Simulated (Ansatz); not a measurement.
**YbOs3 (AuCu3 type): other levels of theory at one geometry**

How much do the gap and the pressure of YbOs3 (AuCu3 type) depend on the functional and spin–orbit coupling? This structure was made by substitution into a known type, so it needn't be the compound's stable form.

Method: DFT at several levels, plane waves, PAW, in Ansatz 0.2.0.

1 further run of the same task is left out (it didn't finish). Runs told in other sessions of the task aren't counted.

## Step 1: The system as given

Symmetry: Pm-3m, No. 221, cubic system. Conventional cell: a = 4.013 Å, b = 4.013 Å, c = 4.013 Å, α = 90.00°, β = 90.00°, γ = 90.00°. Yb (site symmetry m-3m) has 12 Os at 2.84 Å in its first shell of neighbours. Around Os (site symmetry 4/mmm) lie 4 Yb at 2.84 Å and 8 Os at 2.84 Å.

As a file:

```cif
data_structure
_symmetry_space_group_name_H-M 'Pm-3m'
_symmetry_Int_Tables_number 221
_cell_length_a 4.0126
_cell_length_b 4.0126
_cell_length_c 4.0126
_cell_angle_alpha 90.000
_cell_angle_beta 90.000
_cell_angle_gamma 90.000
_cell_volume 64.61
loop_
_atom_site_label
_atom_site_type_symbol
_atom_site_symmetry_multiplicity
_atom_site_Wyckoff_symbol
_atom_site_fract_x
_atom_site_fract_y
_atom_site_fract_z
_atom_site_occupancy
Yb1 Yb 1 a 0.00000 0.00000 0.00000 1
Os1 Os 3 c 0.00000 0.50000 0.50000 1
```

An earlier run at PBE left this cell at 16.152 Å³/atom and 0.00 GPa (8×8×8 mesh), a metal on this mesh.

Levels to run: PBE+SOC; r²SCAN; PBEsol; LDA; HSE06. Hardware: 2 threads of Arm Neoverse V2, shared host.

## Step 2: PBE+SOC

The input, input.yaml:

```yaml
crystal:
  lattice:
    - [4.0126238335, 0.0, 0.0]
    - [0.0, 4.0126238335, 0.0]
    - [0.0, 0.0, 4.0126238335]
  atoms:
    - { symbol: Yb, position: [0.0, 0.0, 0.0] }
    - { symbol: Os, position: [0.0, 0.5, 0.5] }
    - { symbol: Os, position: [0.5, 0.5, 0.0] }
    - { symbol: Os, position: [0.5, 0.0, 0.5] }
basis:
  ecutwfc: 420
  ecutrho_ratio: 4
kpoints:
  mp_grid: { grid: [8, 8, 8] }
hamiltonian:
  xc: pbe
scf:
  occupations: { method: gaussian, width: 0.05 }
output:
  forces: true
  stress: true
  eigenvalues: true
  populations: true
  hubbard: { sites: [{ species: Yb, l: f }] }
  dos: { projected: true, de: 0.02 }
  write_density: true
  write_potential: true
  elf: true
  volumetric_format: npy
magnetization:
  noncollinear: true
  spin_orbit: true
```

On the command line:

```
$ ansatz run input.yaml --threads 2 --pin off --max-ram 2662MiB --backend cpu --events-out ev --progress --plain --runs-dir out
```

The runs that follow: r²SCAN; PBEsol; LDA; HSE06.

**Question.** What will these runs give? Wanted: for each run, pressure.

The runs gave:

| level | mesh | gap on the mesh (eV) | pressure (GPa) | time |
| --- | --- | --- | --- | --- |
| PBE | 8×8×8 | metal | 0.0 | 25 s* |
| LDA | 8×8×8 | metal | -13.9 | 4 s |
| PBEsol | 8×8×8 | metal | -8.9 | 3.8 s |
| PBE+SOC | 8×8×8 | metal | 0.6 | 64 s* |
| r²SCAN | 8×8×8 | metal | -4.9 | 12 s |
| HSE06 | 6×6×6 | metal | -5.6 | 83 s |

Times are on 2 threads of Arm Neoverse V2, shared host. * Includes bands or densities of states.

The pressure runs from -13.9 GPa (LDA) to 0.6 GPa (PBE+SOC); a negative pressure means that level wants a smaller cell, a positive one a larger cell. Every level gives a metal. Total energies of different levels have different zeros and can't be compared. Hybrids use a coarser mesh.
